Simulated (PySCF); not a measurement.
# A diatomic session: GeO

One table from this session's results is given with a row withheld; the runs are named, their logs left out.

The runs use PySCF 2.14.0; Ge def2-TZVPP, O def2-TZVPP, no relativity.

The first run:

A driver script around PySCF takes these settings:

| Property | Result |
| --- | --- |
| atoms | Ge, O |
| charge | 0 |
| basis | Ge def2-TZVPP, O def2-TZVPP |
| Hamiltonian | no relativity |
| basis functions | 79 |
| electrons treated | 40 |
| masses in u | 73.9212, 15.9949 |
| levels | PBE0, PBE, r²SCAN, M06-L, BLYP, M06-2X, r²SCANh, HSE06, HF, MP2, SCS-MP2, CCSD, CCSD(T) |
| grid | 80 radial by 434 angular points |
| occupations | held fixed by the projection of orbital angular momentum |
| dissociation limit | Ge + O, each in its ground configuration |
| starting distance in angstrom | 1.760 |
| values of 2S to try | 0, 2, 4 |

The run is started by

```
$ OMP_NUM_THREADS=1 python dia.py task.json out
```

Among the steps run: Set-up; The PBE0 curve of the state that the search chose; Excited determinants; PBE; r²SCAN; M06-L (meta-GGA); BLYP (GGA); M06-2X (hybrid meta-GGA); r²SCANh (hybrid meta-GGA); HSE06 (range-separated hybrid); RHF (mean field); Adding correlation.

One of the session's tables, all rows but one given; the rest of the session is left out.

It belongs to the step «Constants by level of theory». 

| level | Re (Å) | ωe (cm⁻¹) | De (eV) |
| --- | --- | --- | --- |
| RHF | 1.594 | 1138 | 3.17 |
| RHF-MP2 | 1.643 | 957 | 7.32 |
| RHF-SCS-MP2 | 1.640 | 971 | 7.07 |
| RHF-CCSD | 1.622 | 1036 | 6.29 |
| RHF-CCSD(T) | 1.636 | 981 | 6.71 |
| PBE | 1.647 | 956 | 7.33 |
| BLYP | ? | ? | ? |
| r²SCAN | 1.629 | 1006 | 6.90 |
| M06-L | 1.634 | 992 | 6.96 |
| r²SCANh | 1.622 | 1026 | 6.65 |
| PBE0 | 1.623 | 1027 | 6.60 |
| HSE06 | 1.624 | 1023 | 6.62 |
| M06-2X | 1.622 | 1055 | 6.60 |

Estimate the missing values for BLYP.

The run gave: Re (Å): 1.656; ωe (cm⁻¹): 938; De (eV): 7.25. In the column «Re (Å)» it is the highest.

De is counted to Ge + O in their ground configurations.
